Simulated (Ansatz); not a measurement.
**C₃H₁₂AlP: one species, many methods**

One table from this session's results is given with a row withheld; the runs are named, their logs left out.

The runs use Ansatz 0.2.0, Gaussian basis; functionals in def2-TZVPP, the program's frozen cores in correlated methods.

Plan: LDA (SPW92), PBE-D4, revPBE-D4, BLYP-D4, r2SCAN-D4, B97M-V, PBE0-D4, B3LYP-D4, r2SCANh-D4, r2SCAN0-D4, HSE06-D4, BHLYP-D4, CAM-B3LYP-D4, LC-ωPBE, ωB97X-V, ωB97M-V, B2PLYP, PBE-QIDH; CCSD(T)/def2-SVP; CCSD(T)/def2-TZVPP; MP2/def2-QZVPP; extrapolation to the limit; RPA on PBE.

**Structure used throughout**

An earlier PBE0-D4 in a triple-zeta def2 set relaxation fixed the geometry.

SMILES `[CH3][Al-]([CH3])([CH3])[PH3+]`, 17 atoms, charge 0, spin multiplicity 1.

Atoms are counted from 1 here; the program's logs count them from 0.

Bond lengths: C1–Al2 1.975 Å, C1–H6 1.097 Å, C1–H7 1.095 Å, C1–H8 1.095 Å, Al2–C3 1.975 Å, Al2–C4 1.975 Å, Al2–P5 2.609 Å, C3–H9 1.095 Å, C3–H10 1.095 Å, C3–H11 1.097 Å, C4–H12 1.095 Å, C4–H13 1.097 Å, C4–H14 1.095 Å, P5–H15 1.411 Å, P5–H16 1.411 Å, P5–H17 1.411 Å. Angles: Al2–C1–H6 109.9°, Al2–C1–H7 112.9°, Al2–C1–H8 112.9°, H6–C1–H7 106.5°, H6–C1–H8 106.5°, H7–C1–H8 107.7°, C1–Al2–C3 118.2°, C1–Al2–C4 118.2°, C1–Al2–P5 97.8°, C3–Al2–C4 118.2°, C3–Al2–P5 97.7°, C4–Al2–P5 97.8°, Al2–C3–H9 112.9°, Al2–C3–H10 112.9°, Al2–C3–H11 109.9°, H9–C3–H10 107.7°, H9–C3–H11 106.5°, H10–C3–H11 106.5° and more.

Set-up of the first run:

The input, in.yaml:

```yaml
crystal:
  periodic: [false, false, false]
  atoms:
    - {symbol: C, position_ang: [-0.480019, 1.000492, -1.787477]}
    - {symbol: Al, position_ang: [0.342063, -0.092349, -0.362077]}
    - {symbol: C, position_ang: [1.923287, 0.632000, 0.574449]}
    - {symbol: C, position_ang: [0.124355, -2.053783, -0.446495]}
    - {symbol: P, position_ang: [-1.418453, 0.379304, 1.505150]}
    - {symbol: H, position_ang: [0.125778, 0.942210, -2.699663]}
    - {symbol: H, position_ang: [-0.547229, 2.061666, -1.526324]}
    - {symbol: H, position_ang: [-1.484783, 0.660899, -2.059368]}
    - {symbol: H, position_ang: [1.828710, 1.697178, 0.809557]}
    - {symbol: H, position_ang: [2.145387, 0.104168, 1.507656]}
    - {symbol: H, position_ang: [2.812286, 0.530943, -0.059532]}
    - {symbol: H, position_ang: [0.365812, -2.550756, 0.498768]}
    - {symbol: H, position_ang: [0.801386, -2.472991, -1.200393]}
    - {symbol: H, position_ang: [-0.887323, -2.358779, -0.733350]}
    - {symbol: H, position_ang: [-2.525008, 1.211196, 1.230221]}
    - {symbol: H, position_ang: [-2.131875, -0.692591, 2.083225]}
    - {symbol: H, position_ang: [-1.013475, 1.000895, 2.705853]}
basis:
  gaussian: {orbitals: def2-TZVPP}
hamiltonian: {xc: lda}
output: {orbitals: {seedname: orbitals}}
```

Started as:

```console
> ansatz run in.yaml --threads 4 --pin off --events-out ev --progress --plain --max-ram 11315MiB
```

Steps of the session up to this table: LDA; PBE-D4 (GGA); revPBE-D4 (GGA); BLYP-D4 (GGA); r2SCAN-D4 (meta-GGA); B97M-V (meta-GGA); B3LYP-D4 (hybrid); r2SCANh-D4 (hybrid); r2SCAN0-D4 (hybrid); HSE06-D4 (hybrid); BHLYP-D4 (hybrid); CAM-B3LYP-D4 (range-separated); LC-ωPBE (range-separated); ωB97X-V (range-separated); ωB97M-V (range-separated); B2PLYP (double hybrid); PBE-QIDH (double hybrid).

One of the session's tables, all rows but one given; the rest of the session is left out.

It belongs to the step «Orbital energies across the functionals». 

| functional | HOMO (eV) | gap (eV) |
| --- | --- | --- |
| LDA (SPW92) | -5.90 | 4.67 |
| PBE-D4 | -5.78 | 4.67 |
| revPBE-D4 | ? | ? |
| BLYP-D4 | -5.66 | 4.67 |
| r2SCAN-D4 | -6.02 | 5.17 |
| B97M-V | -6.12 | 5.09 |
| PBE0-D4 | -7.03 | 6.82 |
| B3LYP-D4 | -6.82 | 6.39 |
| r2SCANh-D4 | -6.49 | 5.96 |
| r2SCAN0-D4 | -7.20 | 7.14 |
| HSE06-D4 | -6.62 | 6.04 |
| BHLYP-D4 | -8.21 | 8.94 |
| CAM-B3LYP-D4 | -8.41 | 9.28 |
| LC-ωPBE | -9.77 | 11.80 |
| ωB97X-V | -9.41 | 11.29 |
| ωB97M-V | -9.29 | 10.93 |

Estimate the missing values for revPBE-D4.

As computed: HOMO (eV): -5.72; gap (eV): 4.69. In the column «HOMO (eV)» it lies between PBE-D4 (-5.78) and BLYP-D4 (-5.66).
